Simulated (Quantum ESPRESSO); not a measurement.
# Co2Pd (P-3m1) in Quantum ESPRESSO: single point with PBEsol

Aim: the single point of Co2Pd with PBEsol.

Everything below comes from runs of Quantum ESPRESSO 7.5. Logs are shortened: lines on timing, memory, paths and dates and some standing lists are left out, and cuts for length are marked.

**1. The structure**

The structure is trigonal, space group P-3m1 (No. 164). Conventional cell: a = 2.638 Å, b = 2.638 Å, c = 6.319 Å, α = 90.00°, β = 90.00°, γ = 120.00°. Around Pd (site symmetry -3m) lie 6 Pd at 2.64 Å and 6 Co at 2.68 Å. Around Co (site symmetry 3m) lie 9 Co at 2.43 to 2.64 Å and 3 Pd at 2.68 Å.

The cell comes from a database or a generator and needn't be the stable form of this composition.

**2. Single point, PBEsol, collinear spin, ferromagnetic start**

Contents of run.py:

```python
import numpy as np
from ase.calculators.espresso import Espresso, EspressoProfile
from ase import Atoms

atoms = Atoms(['Pd', 'Co', 'Co'],
              cell=[[2.6379305253, 0.0, 0.0], [-1.3189652627, 2.2845148484, 0.0], [0.0, 0.0, 6.319344]],
              scaled_positions=[[0.0, 0.0, 0.0], [0.6666666667, 0.3333333333, 0.349778], [0.3333333333, 0.6666666667, 0.650222]],
              pbc=True)
atoms.set_initial_magnetic_moments([0.0, 2.0, 2.0])

input_data = {
    'control': {'calculation': 'scf', 'prefix': 'pwscf', 'outdir': './tmp', 'tprnfor': True, 'tstress': True, 'disk_io': 'nowf'},
    'system': {'ecutwfc': 56.0, 'ecutrho': 448.0, 'nbnd': 37, 'occupations': 'smearing', 'smearing': 'fd', 'degauss': 0.00367493, 'nspin': 2},
    'electrons': {'conv_thr': 6e-10, 'electron_maxstep': 120, 'mixing_beta': 0.3},
}
pseudopotentials = {'Co': 'co_pbesol_v1.2.uspp.F.UPF', 'Pd': 'pd_pbesol_v1.4.uspp.F.UPF'}
profile = EspressoProfile(command='mpirun -n 2 pw.x -nk 2', pseudo_dir='pseudo')
dft = Espresso(profile=profile, input_data=input_data, pseudopotentials=pseudopotentials, kpts=(12, 12, 4), koffset=(0, 0, 0))
atoms.calc = dft

print(f'energy {atoms.get_potential_energy():.8f} eV')
print('forces (eV/A)')
print(np.round(atoms.get_forces(), 6))
print('stress (eV/A^3, Voigt)')
print(np.round(atoms.get_stress(), 8))
print(f'Fermi level {dft.get_fermi_level():.4f} eV')
```

Potentials or basis: GBRV 1.5 PBEsol.

The run is started by

```sh
$ OMP_NUM_THREADS=1 python run.py
```

The program printed:

```text
energy -10818.80389139 eV
forces (eV/A)
[[ 0.       0.       0.     ]
 [ 0.       0.       0.05385]
 [ 0.       0.      -0.05385]]
stress (eV/A^3, Voigt)
[ 0.06278454  0.06278454  0.06196829 -0.         -0.          0.        ]
Fermi level 17.7105 eV
```

espresso.pwi:

```text
&CONTROL
   calculation      = 'scf'
   tstress          = .true.
   tprnfor          = .true.
   outdir           = './tmp'
   prefix           = 'pwscf'
   disk_io          = 'nowf'
   pseudo_dir       = 'pseudo'
/
&SYSTEM
   nbnd             = 37
   ecutwfc          = 56.0
   ecutrho          = 448.0
   occupations      = 'smearing'
   degauss          = 0.00367493
   smearing         = 'fd'
   nspin            = 2
   starting_magnetization(1) = 0.0
   starting_magnetization(2) = 2.0
   ntyp             = 2
   nat              = 3
   ibrav            = 0
/
&ELECTRONS
   electron_maxstep = 120
   conv_thr         = 6e-10
   mixing_beta      = 0.3
/
&IONS
/
&CELL
/
&FCP
/
&RISM
/
ATOMIC_SPECIES
Pd  106.42 pd_pbesol_v1.4.uspp.F.UPF
Co  58.933194 co_pbesol_v1.2.uspp.F.UPF

K_POINTS automatic
12 12 4  0 0 0

CELL_PARAMETERS angstrom
2.63793052530000 0.00000000000000 0.00000000000000
-1.31896526270000 2.28451484840000 0.00000000000000
0.00000000000000 0.00000000000000 6.31934400000000

ATOMIC_POSITIONS angstrom
Pd  0.0000000000 0.0000000000 0.0000000000  
Co  1.3189652628 0.7615049494 2.2103675056  
Co  -0.0000000002 1.5230098990 4.1089764944
```

espresso.pwo:

```text
This program is part of the open-source Quantum ESPRESSO suite
     for quantum simulation of materials; please cite
         "P. Giannozzi et al., J. Phys.:Condens. Matter 21 395502 (2009);
         "P. Giannozzi et al., J. Phys.:Condens. Matter 29 465901 (2017);
         "P. Giannozzi et al., J. Chem. Phys. 152 154105 (2020);
     in publications or presentations arising from this work. More details at

Warning: card &CELL ignored
Warning: card &FCP ignored
Warning: card &RISM ignored

     Message from routine setup:
     using ibrav=0 with symmetry is DISCOURAGED, use correct ibrav instead

     K-points division:     npool     =       2
     Subspace diagonalization in iterative solution of the eigenvalue problem:
     a serial algorithm will be used

     G-vector sticks info
     --------------------
     sticks:   dense  smooth     PW     G-vecs:    dense   smooth      PW
     Sum         769     379    121                41157    14511    2563

     Using Slab Decomposition

     bravais-lattice index     =            0
     lattice parameter (alat)  =       4.9850  a.u.
     unit-cell volume          =     256.9957 (a.u.)^3
     number of atoms/cell      =            3
     number of atomic types    =            2
     number of electrons       =        50.00
     number of Kohn-Sham states=           37
     kinetic-energy cutoff     =      56.0000  Ry
     charge density cutoff     =     448.0000  Ry
     scf convergence threshold =      6.0E-10
     mixing beta               =       0.3000
     number of iterations used =            8  plain     mixing
     Exchange-correlation= SLA  PW   PSX  PSC
                           (   1   4  10   8   0   0   0)

     celldm(1)=   4.984966  celldm(2)=   0.000000  celldm(3)=   0.000000
     celldm(4)=   0.000000  celldm(5)=   0.000000  celldm(6)=   0.000000

     crystal axes: (cart. coord. in units of alat)
               a(1) = (   1.000000   0.000000   0.000000 )
               a(2) = (  -0.500000   0.866025   0.000000 )
               a(3) = (   0.000000   0.000000   2.395569 )

     reciprocal axes: (cart. coord. in units 2 pi/alat)
               b(1) = (  1.000000  0.577350 -0.000000 )
               b(2) = (  0.000000  1.154701  0.000000 )
               b(3) = (  0.000000 -0.000000  0.417437 )

     PseudoPot. # 1 for Pd read from file:
     pd_pbesol_v1.4.uspp.F.UPF
     Pseudo is Ultrasoft + core correction, Zval = 16.0
     Generated by new atomic code, or converted to UPF format
     Using radial grid of  887 points,  6 beta functions with:
                l(1) =   0
                l(2) =   0
                l(3) =   1
                l(4) =   1
                l(5) =   2
                l(6) =   2
     Q(r) pseudized with  8 coefficients,  rinner =    1.130   1.130   1.130
                                                       1.130   1.130

     PseudoPot. # 2 for Co read from file:
     co_pbesol_v1.2.uspp.F.UPF
     Pseudo is Ultrasoft + core correction, Zval = 17.0
     Generated by new atomic code, or converted to UPF format
     Using radial grid of  863 points,  6 beta functions with:
                l(1) =   0
                l(2) =   0
                l(3) =   1
                l(4) =   1
                l(5) =   2
                l(6) =   2
     Q(r) pseudized with  8 coefficients,  rinner =    1.200   1.200   1.200
                                                       1.200   1.200

     atomic species   valence    mass     pseudopotential
     Pd               16.00   106.42000     Pd( 1.00)
     Co               17.00    58.93319     Co( 1.00)

     Starting magnetic structure
     atomic species   magnetization
     Pd              0.000
     Co              0.118

     12 Sym. Ops., with inversion, found

   Cartesian axes

     site n.     atom                  positions (alat units)
         1        Pd     tau(   1) = (   0.0000000   0.0000000   0.0000000  )
         2        Co     tau(   2) = (   0.5000000   0.2886751   0.8379173  )
         3        Co     tau(   3) = (  -0.0000000   0.5773503   1.5576515  )

     number of k points=    69  Fermi-Dirac smearing, width (Ry)=  0.0037
                       cart. coord. in units 2pi/alat
        k(    1) = (   0.0000000   0.0000000   0.0000000), wk =   0.0017361
        k(    2) = (   0.0000000   0.0000000   0.1043593), wk =   0.0034722
        k(    3) = (   0.0000000   0.0000000  -0.2087187), wk =   0.0017361
        k(    4) = (   0.0000000   0.0962250   0.0000000), wk =   0.0104167
        k(    5) = (   0.0000000   0.0962250   0.1043593), wk =   0.0104167
        k(    6) = (   0.0000000   0.0962250  -0.2087187), wk =   0.0104167
[... 61 lines left out ...]
        k(   68) = (  -0.1666667   0.4811252  -0.1043593), wk =   0.0208333
        k(   69) = (  -0.2500000   0.5292377  -0.1043593), wk =   0.0208333

     Dense  grid:    41157 G-vectors     FFT dimensions: (  36,  36,  81)

     Smooth grid:    14511 G-vectors     FFT dimensions: (  24,  24,  60)

     Check: negative core charge=   -0.000021
     Generating pointlists ...
     new r_m :   0.4125 (alat units)  2.0563 (a.u.) for type    1
     new r_m :   0.3806 (alat units)  1.8973 (a.u.) for type    2

     Initial potential from superposition of free atoms

     starting charge      47.5000, renormalised to      50.0000

     negative rho (up, down):  3.868E-02 3.870E-02
     Starting wfcs are   38 randomized atomic wfcs

     Self-consistent Calculation

     iteration #  1     ecut=    56.00 Ry     beta= 0.30
     Davidson diagonalization with overlap
     ethr =  1.00E-02,  avg # of iterations =  5.0

     negative rho (up, down):  3.812E-02 3.817E-02

     total energy              =    -790.82329443 Ry
     estimated scf accuracy    <      17.43330346 Ry

     total magnetization       =     2.34 Bohr mag/cell
     absolute magnetization    =     2.63 Bohr mag/cell

     iteration #  2     ecut=    56.00 Ry     beta= 0.30
     Davidson diagonalization with overlap
     ethr =  1.00E-02,  avg # of iterations =  2.5

     negative rho (up, down):  3.889E-02 3.897E-02

     total energy              =    -792.75644647 Ry
     estimated scf accuracy    <      15.31009464 Ry

     total magnetization       =     3.80 Bohr mag/cell
     absolute magnetization    =     3.97 Bohr mag/cell

     iteration #  3     ecut=    56.00 Ry     beta= 0.30
     Davidson diagonalization with overlap
     ethr =  1.00E-02,  avg # of iterations =  2.1

     negative rho (up, down):  3.886E-02 3.893E-02

     total energy              =    -793.34790924 Ry
     estimated scf accuracy    <      18.05659061 Ry

     total magnetization       =     0.60 Bohr mag/cell
     absolute magnetization    =     0.81 Bohr mag/cell

     iteration #  4     ecut=    56.00 Ry     beta= 0.30
     Davidson diagonalization with overlap
     ethr =  1.00E-02,  avg # of iterations =  1.0

     negative rho (up, down):  3.898E-02 3.905E-02

     total energy              =    -795.17630020 Ry
     estimated scf accuracy    <       2.40669732 Ry
[... 124 lines left out ...]
     iteration # 15     ecut=    56.00 Ry     beta= 0.30
     Davidson diagonalization with overlap
     ethr =  2.56E-09,  avg # of iterations =  1.0

     negative rho (up, down):  3.905E-02 3.881E-02

     total energy              =    -795.16748907 Ry
     estimated scf accuracy    <       0.00000001 Ry

     total magnetization       =     3.86 Bohr mag/cell
     absolute magnetization    =     4.23 Bohr mag/cell

     iteration # 16     ecut=    56.00 Ry     beta= 0.30
     Davidson diagonalization with overlap
     ethr =  2.69E-11,  avg # of iterations =  1.8

     negative rho (up, down):  3.905E-02 3.881E-02

     total energy              =    -795.16748907 Ry
     estimated scf accuracy    <       0.00000005 Ry

     total magnetization       =     3.86 Bohr mag/cell
     absolute magnetization    =     4.23 Bohr mag/cell

     iteration # 17     ecut=    56.00 Ry     beta= 0.30
     Davidson diagonalization with overlap
     ethr =  2.69E-11,  avg # of iterations =  1.5

     negative rho (up, down):  3.905E-02 3.881E-02

     Magnetic moment per site  (integrated on atomic sphere of radius R)
     atom   1 (R=0.413)  charge= 14.2226  magn=  0.2442
     atom   2 (R=0.381)  charge= 15.3692  magn=  1.8885
     atom   3 (R=0.381)  charge= 15.3692  magn=  1.8885

     End of self-consistent calculation

     Number of k-points >= 100: set verbosity='high' to print the bands.

     the Fermi energy is    17.7105 ev

!    total energy              =    -795.16748908 Ry
     estimated scf accuracy    <          4.0E-10 Ry
     smearing contrib. (-TS)   =      -0.00154470 Ry
     internal energy E=F+TS    =    -795.16594438 Ry

     The total energy is F=E-TS. E is the sum of the following terms:
     one-electron contribution =    -382.66272673 Ry
     hartree contribution      =     225.07127172 Ry
     xc contribution           =     -95.76603953 Ry
     ewald contribution        =    -541.80844984 Ry

     total magnetization       =     3.86 Bohr mag/cell
     absolute magnetization    =     4.23 Bohr mag/cell

     convergence has been achieved in  17 iterations

     negative rho (up, down):  3.905E-02 3.881E-02

     Forces acting on atoms (cartesian axes, Ry/au):

     atom    1 type  1   force =     0.00000000    0.00000000    0.00000000
     atom    2 type  2   force =     0.00000000    0.00000000    0.00209442
     atom    3 type  2   force =     0.00000000    0.00000000   -0.00209442

     Total force =     0.002962     Total SCF correction =     0.000150

     Computing stress (Cartesian axis) and pressure

     negative rho (up, down):  3.905E-02 3.881E-02
          total   stress  (Ry/bohr**3)                   (kbar)     P=     -100.16
  -0.00068381  -0.00000000   0.00000000         -100.59       -0.00        0.00
  -0.00000000  -0.00068381   0.00000000           -0.00     -100.59        0.00
   0.00000000   0.00000000  -0.00067492            0.00        0.00      -99.28

=------------------------------------------------------------------------------=
   JOB DONE.
=------------------------------------------------------------------------------=
```

Run time: 3.4 min. Hardware: 2 MPI ranks of Arm Neoverse N1, shared host; peak memory 0.4 GiB.

Results:

| Property | Result |
| --- | --- |
| Free energy | -10818.8048 eV |
| Pressure | -10.0 GPa |
| Largest force | 0.054 eV/Å |
| Band gap on the k mesh | none (metal or under the smearing width) |
| Net moment | 3.86 μB per cell |
| Absolute moment | 4.23 μB per cell |
| Site moments | Pd +0.24; Co +1.89 μB |
| Valence electrons inside the program's atomic spheres | Pd 14.22; Co 15.37 |

Forces in eV/Å, atoms in the order of the input:
```
Pd   0.000  0.000  0.000
Co   0.000  0.000  0.054
Co   0.000  0.000 -0.054
```

Stress tensor (GPa, compression positive):
```
-10.06   0.00   0.00
  0.00 -10.06   0.00
  0.00   0.00  -9.93
```

**3. For comparison**

An earlier run on the cell as given: functional PBEsol; potentials or basis GBRV 1.5 PBEsol; cutoff 762 eV; density cutoff 6095 eV; k mesh 12 × 12 × 4; occupations fermi-dirac, width 0.05 eV; collinear spin, ferromagnetic start; starting moments [0.0, 2.0, 2.0] μB.

- Pressure: -10.0 GPa
- Largest force: 0.054 eV/Å
- Band gap on the k mesh: none (metal or under the smearing width)
- Net moment: 3.86 μB per cell
- Absolute moment: 4.23 μB per cell
- Site moments: Pd +0.24; Co +1.89 μB
- Valence electrons inside the program's atomic spheres: Pd 14.22; Co 15.37
